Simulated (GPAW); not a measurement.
Input of a GPAW 26.7.0 run:

run.py

```python
from ase import Atoms
from ase.dft.bandgap import bandgap
from ase.io import write
from ase.units import GPa
from gpaw import GPAW, PW, setup_paths

setup_paths.insert(0, '.')

atoms = Atoms(['K', 'K', 'Ni', 'Ni'],
              cell=[[3.66047789, 3.66047789, 0.0],
                    [-3.66047789, 3.66047789, 0.0],
                    [0.0, 0.0, 3.47888777]],
              scaled_positions=[[0.0, 0.0, 0.0],
                                [0.5, 0.5, 0.0],
                                [0.5, 0.0, 0.5],
                                [0.0, 0.5, 0.5]],
              pbc=True)
atoms.set_initial_magnetic_moments([0.0, 0.0, 1.0, 1.0])

calc = GPAW(mode=PW(600),
            xc='PBEsol',
            kpts={'size': (4, 4, 6), 'gamma': True},
            occupations={'name': 'fermi-dirac', 'width': 0.05},
            setups={'Ni': ':d,5.0'},
            nbands=43,
            convergence={'density': 1e-05, 'energy': 1e-05},
            maxiter=150,
            txt='gpaw.txt')
atoms.calc = calc
energy = atoms.get_potential_energy()
forces = atoms.get_forces()
stress = atoms.get_stress()
calc.write('gs.gpw')
write('result.traj', atoms)
print(f'Energy: {energy:.6f} eV')
print('Forces (eV/A):')
print(forces.round(4))
print('Stress (GPa):', (stress / GPa).round(3))
print('Moments:', calc.get_magnetic_moments().round(3))
print('Fermi level:', round(calc.get_fermi_level(), 4), 'eV')
print(f'Gap: {bandgap(calc)[0]:.4f} eV, direct: {bandgap(calc, direct=True)[0]:.4f} eV')
```

Potentials or basis: PAW data sets generated in the run's folder for this functional, pw.

Command:

```bash
$ gpaw-setup -f PBEsol K Ni
$ OMP_NUM_THREADS=1 python run.py
```

Task: Predict the net moment.

Result: 2.16 μB per cell.

Task: What does it give for the pressure?

Result: 4.3 GPa.

Task: Estimate the site moments.

Result: K -0.01; Ni +1.23 μB.

Task: Estimate the band gap on the k mesh.

Result: None (metal or under the smearing width).

Caveat: the stock nickel data set gives pressures a few GPa off other programs; the U is typed as a test and isn't derived for this compound. The state reached can hang on the start; a lower one may exist.
